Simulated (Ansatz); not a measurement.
# AlAsH (quartet): from Hartree-Fock to the top rungs, cc-pVDZ

An exercise on one series of results from a longer session: the logs are not shown, and one member is left open.

Program: Ansatz 0.2.0, Gaussian basis. Level of theory: cc-pVDZ, core rule «outside noble gas», up to 19 orbitals frozen. These are calculated values, not measurements.

To be run: UHF; CCSD(T) on ROHF; CCSD(T) on UHF; BCCD(T) on ROHF; CISD; CCSDT(Q) on ROHF; CCSDT(Q) on UHF; CCSDTQ on ROHF; CCSDTQ on UHF.

15 further runs of the same task are left out: 10 for a known fault of the program, 5 set aside as unsound or not needed.

### The system

The geometry is a PBE0/def2-TZVP stationary point (not a proven minimum). No spin-orbit coupling is included. The filled d shell of As may be among the frozen orbitals whatever the setting's name suggests; the logs give the count.

3 atoms, charge 0, spin multiplicity 4.

Atoms are counted from 1 here; the program's logs count them from 0.

Bond lengths: Al1–As2 2.506 Å, As2–H3 1.536 Å. Angles: Al1–As2–H3 97.9°.

Set-up of the first run:

Input file in.yaml:

```yaml
crystal:
  periodic: [false, false, false]
  atoms:
    - {symbol: Al, position_ang: [0.000000, 0.029431, 1.850804]}
    - {symbol: As, position_ang: [0.000000, -0.030581, -0.654394]}
    - {symbol: H, position_ang: [0.000000, 1.485283, -0.902155]}
basis:
  gaussian: {orbitals: cc-pVDZ}
magnetization: {spin_polarized: true, initial_magnetization: 3}
hamiltonian: {xc: hf}
output: {orbitals: {seedname: orbitals}}
```

The run is started by

```
$ ansatz run in.yaml --threads 1 --pin off --events-out ev --progress --plain --max-ram 4096MiB --backend cpu
```

Among the steps run: UHF; CCSD(T) on ROHF; CCSD(T) on UHF; BCCD(T) on ROHF; CISD; CCSDT(Q) on ROHF; CCSDT(Q) on UHF; CCSDTQ on ROHF; CCSDTQ on UHF.

One table of the session follows, with a row left open; its other results are not shown here.

It belongs to the step «Misses and costs». 

| method | from UCCSDTQ (kcal/mol) |
| --- | --- |
| ROHF | +100.43 |
| UHF | +96.32 |
| RMP2 | +23.70 |
| UMP2 | ? |
| CISD | +10.43 |
| RCCSD | +4.54 |
| UCCSD | +4.16 |
| RCCSD(T) | +1.11 |
| UCCSD(T) | +1.01 |
| BCCD(T) | +1.11 |
| RCCSDT | +0.35 |
| UCCSDT | +0.22 |
| RCCSDT(Q) | +0.13 |
| UCCSDT(Q) | +0.01 |
| RCCSDTQ | +0.11 |
| UCCSDTQ | 0 |

Q: Estimate the row for UMP2 from the others.

The run gave: from UCCSDTQ (kcal/mol): +23.56. In the column «from UCCSDTQ (kcal/mol)» it lies between CISD (+10.43) and RMP2 (+23.70).

To keep in mind: Restricted and unrestricted rows rest on different reference determinants; where their highest levels disagree by more than a few hundredths of an eV, they describe different states and don't form one ladder.
